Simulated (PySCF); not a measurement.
# C₅H₄FN: a tour of settings, part 2 of 2

PySCF 2.14.0. Atoms count from 0.

## 5. J couplings: PW91/aug-cc-pVDZ in chloroform

The job: settings as JSON, then the geometry in Å.

```
{"job": {"kind": "j", "xc": "PW91", "basis": "aug-cc-pVDZ", "solvent": "chloroform", "grid": 1, "scf": {"damp": 0.3}}, "charge": 0, "multiplicity": 1}
N      2.872568    -0.408216     0.265602
C      1.821577    -0.181204    -0.121516
C      0.490740     0.093586    -0.587626
C     -0.604398    -0.900301    -0.079951
C     -1.219575     0.275585     0.640272
C     -0.286384     1.112498     0.210127
F     -0.043736     2.411021     0.364774
H      0.503857     0.257497    -1.667848
H     -0.225482    -1.691127     0.565120
H     -1.212910    -1.331153    -0.872469
H     -2.090832     0.364486     1.257552
```

Level: PW91/aug-cc-pVDZ indirect spin-spin coupling, non-relativistic, IEF-PCM chloroform.

Output:

```text
damping 0.30 in the first 6 cycles
final grid: 46208 points
cycle   1  E = -347.2975742359  dE =  1.037e+00  |g| = 5.994e-01  |ddm| = 1.270e+01
cycle   2  E = -347.2480621570  dE =  4.951e-02  |g| = 7.623e-01  |ddm| = 2.711e+00
cycle   3  E = -347.0200398260  dE =  2.280e-01  |g| = 1.246e+00  |ddm| = 3.276e+00
cycle   4  E = -346.3120439479  dE =  7.080e-01  |g| = 2.047e+00  |ddm| = 5.989e+00
cycle   5  E = -345.3915812035  dE =  9.205e-01  |g| = 2.811e+00  |ddm| = 8.695e+00
cycle   6  E = -336.9396503481  dE =  8.452e+00  |g| = 5.358e+00  |ddm| = 2.324e+01
cycle   7  E = -308.2957830559  dE =  2.864e+01  |g| = 8.424e+00  |ddm| = 1.693e+02
cycle   8  E = -345.0278572611  dE = -3.673e+01  |g| = 3.402e+00  |ddm| = 1.702e+02
cycle   9  E = -346.7358133531  dE = -1.708e+00  |g| = 1.892e+00  |ddm| = 8.201e+00
cycle  10  E = -347.2339919309  dE = -4.982e-01  |g| = 7.622e-01  |ddm| = 3.437e+00
cycle  11  E = -347.3389174957  dE = -1.049e-01  |g| = 3.898e-01  |ddm| = 2.011e+00
cycle  12  E = -347.3724783168  dE = -3.356e-02  |g| = 1.628e-01  |ddm| = 1.038e+00
cycle  13  E = -347.3774490342  dE = -4.971e-03  |g| = 6.762e-02  |ddm| = 3.789e-01
cycle  14  E = -347.3783475060  dE = -8.985e-04  |g| = 2.049e-02  |ddm| = 2.048e-01
cycle  15  E = -347.3784425828  dE = -9.508e-05  |g| = 5.125e-03  |ddm| = 5.568e-02
cycle  16  E = -347.3784484232  dE = -5.840e-06  |g| = 1.342e-03  |ddm| = 1.550e-02
cycle  17  E = -347.3784488315  dE = -4.083e-07  |g| = 3.330e-04  |ddm| = 3.704e-03
cycle  18  E = -347.3784488578  dE = -2.625e-08  |g| = 1.022e-04  |ddm| = 1.107e-03
cycle  19  E = -347.3784488596  dE = -1.863e-09  |g| = 5.637e-05  |ddm| = 3.590e-04
cycle  20  E = -347.3784488604  dE = -7.691e-10  |g| = 8.695e-06  |ddm| = 1.264e-04
converged SCF energy = -347.3784488604

Indirect spin-spin couplings (Hz)
  i      j    bonds     total        FC       PSO       DSO        SD
  0 N    1 C    1    -12.632    -9.524     1.290    -0.017    -4.381
  0 N    2 C    2      3.112     2.751     0.378     0.059    -0.075
  0 N    3 C    3     -1.054    -0.922    -0.152     0.027    -0.008
  0 N    5 C    3     -1.068    -1.084    -0.031     0.021     0.027
  0 N    6 F    4     -0.472    -0.099    -0.295     0.073    -0.151
  0 N    7 H    3     -1.603    -1.559    -0.254     0.198     0.012
  1 C    2 C    1    128.972   130.314    -1.653     0.310         -
  1 C    3 C    2     -3.218    -3.123    -0.140     0.046         -
  1 C    4 C    3      5.776     5.716     0.091    -0.031         -
  1 C    5 C    2     -6.437    -6.339    -0.179     0.081         -
  1 C    6 F    3     -4.757    -4.108    -0.291     0.012    -0.370
  1 C    7 H    2     -5.313    -5.235    -0.108     0.031         -
  1 C    8 H    3      2.021     1.863    -0.121     0.279         -
  1 C    9 H    3      0.415     0.472     0.190    -0.248         -
  2 C    3 C    1     73.688    72.657     0.779     0.253         -
  2 C    4 C    2      2.147     2.240    -0.129     0.036         -
  2 C    5 C    1     81.197    81.614    -0.749     0.332         -
  2 C    6 F    2     17.856    16.833    -1.442    -0.126     2.591
  2 C    7 H    1    154.458   153.067     0.261     1.130         -
  2 C    8 H    2     -4.167    -4.337     0.255    -0.086         -
  2 C    9 H    2     -4.525    -4.690     0.245    -0.079         -
  2 C   10 H    3     11.589    11.820     0.336    -0.567         -
  3 C    4 C    1     78.639    79.094    -0.678     0.222         -
  3 C    5 C    2     -8.579    -8.942     0.287     0.076         -
  3 C    6 F    3     18.272    22.058    -3.916    -0.414     0.544
  3 C    7 H    2     -4.523    -4.689     0.308    -0.142         -
  3 C    8 H    1    142.467   141.267     0.314     0.887         -
  3 C    9 H    1    144.167   142.963     0.345     0.859         -
  3 C   10 H    2      3.988     4.205     0.209    -0.426         -
  4 C    5 C    1    149.829   156.773    -7.235     0.291         -
  4 C    6 F    2     -5.100    15.349   -27.287    -0.338     7.175
  4 C    7 H    3      5.349     5.597     0.159    -0.407         -
  4 C    8 H    2     -6.068    -6.062     0.161    -0.168         -
  4 C    9 H    2     -5.990    -5.988     0.185    -0.187         -
  4 C   10 H    1    212.866   212.232    -0.249     0.884         -
  5 C    6 F    1   -336.913  -319.220   -16.835     0.978    -1.836
  5 C    7 H    2     -8.749    -8.865     0.097     0.019         -
  5 C    8 H    3      8.569     8.730     0.135    -0.296         -
  5 C    9 H    3      8.942     9.103     0.145    -0.306         -
  5 C   10 H    2     -0.728     0.469    -0.723    -0.473         -
  6 F    7 H    3     -4.380    -5.235     1.328    -0.707     0.234
  6 F    8 H    4     10.748    12.794    -0.300    -1.561    -0.184
  6 F    9 H    4     10.787    12.812    -0.315    -1.550    -0.160
  6 F   10 H    3     -9.964    -3.437    -4.806    -1.068    -0.653
  7 H    8 H    3      0.199     0.815     1.570    -2.185         -
  7 H    9 H    3      2.523     2.331    -0.037     0.229         -
  7 H   10 H    4     -1.825    -1.166     1.440    -2.099         -
  8 H    9 H    2    -10.158    -9.675     1.915    -2.398         -
  8 H   10 H    3      0.786     1.152     0.963    -1.329         -
  9 H   10 H    3      0.778     1.153     0.994    -1.370         -
```

Run time: 26 s. Hardware: 1 thread of Arm Neoverse N1, shared host; peak memory 0.78 GiB.

This basis has no tight s functions, so the Fermi-contact terms are rough.

In short: J(C5,F6) -336.9 Hz, J(C4,H10) 212.9 Hz, J(C2,H7) 154.5 Hz.

## 6. NMR shieldings: PBE0/STO-3G

Settings changed since step 5:

```diff
@@ -1,2 +1,2 @@
-{"job": {"kind": "j", "xc": "PW91", "basis": "aug-cc-pVDZ", "solvent": "chloroform", "grid": 1, "scf": {"damp": 0.3}}, "charge": 0, "multiplicity": 1}
+{"job": {"kind": "nmr", "xc": "PBE0", "basis": "STO-3G", "pop": false, "scf": {"max_cycle": 60}}, "charge": 0, "multiplicity": 3}
 N      2.872568    -0.408216     0.265602
```

Method: PBE0/STO-3G.

Output:

```text
NotImplementedError: this response code serves closed shells only; the SCF ended at -342.41039542 Eh with <S^2> = 2.0063
```

Wall time 5.6 s (1 thread of Arm Neoverse N1, shared host).

Why it failed: The input makes an open shell, and this response code serves closed shells alone. Cure: restore the closed-shell charge and spin, or use an unrestricted response code.

## 7. Run by run: spin-spin couplings

Couplings (Hz), with basis size and wall time:

| run | C5–F6 | C4–H10 | C2–H7 | C3–H8 | C3–H9 | C4–C5 | C1–C2 | functions | time |
| --- | --- | --- | --- | --- | --- | --- | --- | --- | --- |
| mPW1PW91/IGLO-II | -456.6 | 169.6 | 139.7 | 138.7 | 136.1 | 75.6 | 69.2 | 178 | 36 s |
| PW91/aug-cc-pVDZ in chloroform | -336.9 | 212.9 | 154.5 | 142.5 | 144.2 | 149.8 | 129.0 | 197 | 26 s |

## 8. Summary of results

This closing draws on all 2 parts.

| quantity | value |
| --- | --- |
| 13C shifts against TMS (PBE0/pcSseg-1) | 158.7, 121.6, 116.4, 34.8, 27.6 ppm |
| 1H shifts against TMS (PBE0/pcSseg-1) | 5.05, 3.67, 2.51, 2.35 ppm |
| 15N shifts against NH3 (PBE0/pcSseg-1) | 306.0 ppm |
| 19F shifts against CFCl3 (PBE0/pcSseg-1) | -84.0 ppm |
| lowest singlet (PBE0/def2-SVPD) | 6.99 eV (177 nm), f = 0.055 |
| brightest single state of those computed | state 3, 7.46 eV, f = 0.099 |
| lowest triplet | 4.49 eV |
| largest coupling of the table (mPW1PW91/IGLO-II) | 1J(C,F) C5–F6, -456.6 Hz |
| range of J(C5,F6), mean over like pairs | -456.6 to -336.9 Hz |
| property runs in this session | 5, of which 1 failed and 0 gave unsound results |

**Reading.** Single values in the summary come from the first run of each kind that ended normally (PBE0/pcSseg-1; PBE0/def2-SVPD; mPW1PW91/IGLO-II), which need not be the best level. The most deshielded hydrogen is H10 (hydrogen on an alkene CH), at 5.05 ppm: a vinylic proton, deshielded by the sp2 carbon and the C=C anisotropy. At PBE0/pcSseg-1: Shielding is most anisotropic at N0 (span 489 ppm, paramagnetic term -378 ppm). The lowest singlet, at 6.99 eV, is HOMO→LUMO 0.50, HOMO→LUMO+2 0.29 and is bright; of the 6 states computed, the strongest absorption comes from state 3 at 7.46 eV. The lowest triplet lies 2.49 eV below the lowest singlet (triplets in Tamm-Dancoff, singlets in full TDDFT). In the run at mPW1PW91/IGLO-II, the largest coupling of the table is C5–F6, -456.6 Hz, of which the Fermi-contact term gives -427.7 Hz. Couplings across rotatable bonds belong to this one conformer; where others are populated, the observed values are averages. The coupling C5–F6, as a mean over pairs of its kind, runs from -456.6 Hz (mPW1PW91/IGLO-II) to -336.9 Hz (PW91/aug-cc-pVDZ in chloroform). Couplings from bases without tight functions are rough.
